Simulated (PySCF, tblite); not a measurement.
**C₃H₁₀FNSi₂: geometry, infrared bands and NMR shifts**

Wanted: the infrared bands and NMR shifts of C₃H₁₀FNSi₂ (`C=N[Si@@H]([SiH3])CCF`), by calculation.

The runs use tblite 0.8.0 and PySCF 2.14.0, with density-fitted response routines of our own; the level of theory stands in each step. All values are computed, except where a source is named. Atoms count from 0, in the outputs and in this text.

## Step 1: Starting geometry

17 atoms, charge 0, multiplicity 1; geometry from: force field or distance geometry start.

Bonds of the start (Å): C0–N1 1.29, N1–Si2 1.77, Si2–Si3 2.31, Si2–C4 1.86, C4–C5 1.52, C5–F6 1.37, C0–H7 1.10, C0–H8 1.11, Si2–H9 1.49, Si3–H10 1.48, Si3–H11 1.50, Si3–H12 1.50, C4–H13 1.09, C4–H14 1.10, C5–H15 1.10, C5–H16 1.09.

## Step 2: Relaxing the molecule with GFN2-xTB

Job settings and geometry (Å):

```
{"job": {"kind": "relax", "xc": "GFN2-xTB", "basis": "xTB"}, "charge": 0, "multiplicity": 1}
C     -2.093100    -1.791600    -0.795600
N     -1.473700    -0.662800    -0.766900
Si    -0.173300    -0.536500     0.423600
Si     1.908000    -1.110000    -0.391000
C     -0.235800     1.232000     1.011300
C      0.121000     2.276200    -0.040100
F      1.469200     2.234500    -0.260400
H     -2.914300    -1.912100    -1.518200
H     -1.890200    -2.663600    -0.144900
H     -0.551900    -1.427600     1.556500
H      2.276300    -0.348400    -1.601600
H      1.908300    -2.566600    -0.741500
H      2.939700    -0.915300     0.677900
H      0.445900     1.338700     1.857000
H     -1.250600     1.448800     1.371000
H     -0.108100     3.281800     0.343800
H     -0.384300     2.134300    -0.990700
```

The run is started by

```sh
> OMP_NUM_THREADS=1 python probes_run.py task.json out
```

The driver reads the jobs from task.json and runs them one after another.

**Question.** This job is followed by: GFN2-xTB harmonic vibrations, gas phase; GIAO PBE0/pcSseg-1 NMR shielding, non-relativistic, gas phase. Predict these results of the whole session: strongest single infrared mode (GFN2-xTB); zero-point energy (GFN2-xTB); ¹³C shifts against TMS (PBE0/pcSseg-1); ¹H shifts against TMS (PBE0/pcSseg-1, means over atoms taken as alike); ¹⁵N shifts against NH3 (PBE0/pcSseg-1); ²⁹Si shifts against TMS (PBE0/pcSseg-1); ¹⁹F shifts against CFCl3 (PBE0/pcSseg-1).

**Answer**, as computed:

| quantity | value |
| --- | --- |
| strongest single infrared mode (GFN2-xTB) | 2195 cm⁻¹, 350 km/mol |
| zero-point energy (GFN2-xTB) | 74.6 kcal/mol |
| ¹³C shifts against TMS (PBE0/pcSseg-1) | 172.0, 83.5, 23.4 ppm |
| ¹H shifts against TMS (PBE0/pcSseg-1, means over atoms taken as alike) | 8.78, 8.65, 5.36, 5.29, 5.19, 3.39, 1.37, 0.95 ppm |
| ¹⁵N shifts against NH3 (PBE0/pcSseg-1) | 424.2 ppm |
| ²⁹Si shifts against TMS (PBE0/pcSseg-1) | -32.4, -112.4 ppm |
| ¹⁹F shifts against CFCl3 (PBE0/pcSseg-1) | -243.4 ppm |

The optimisation took 117 steps and gained 0.302 eV; among the close pairs (by a distance rule), Si2–C4 changed most, from 1.865 to 1.914 Å. No mode is imaginary among the 45: a minimum at this level. The strongest single mode, at 2195 cm⁻¹, moves mainly H11. Unscaled tight-binding wavenumbers are off by several per cent, some by more. Its intensities can rank the bands wrongly. At PBE0/pcSseg-1: The widest tensor belongs to N1: span 861 ppm, with a paramagnetic part of -490 ppm.
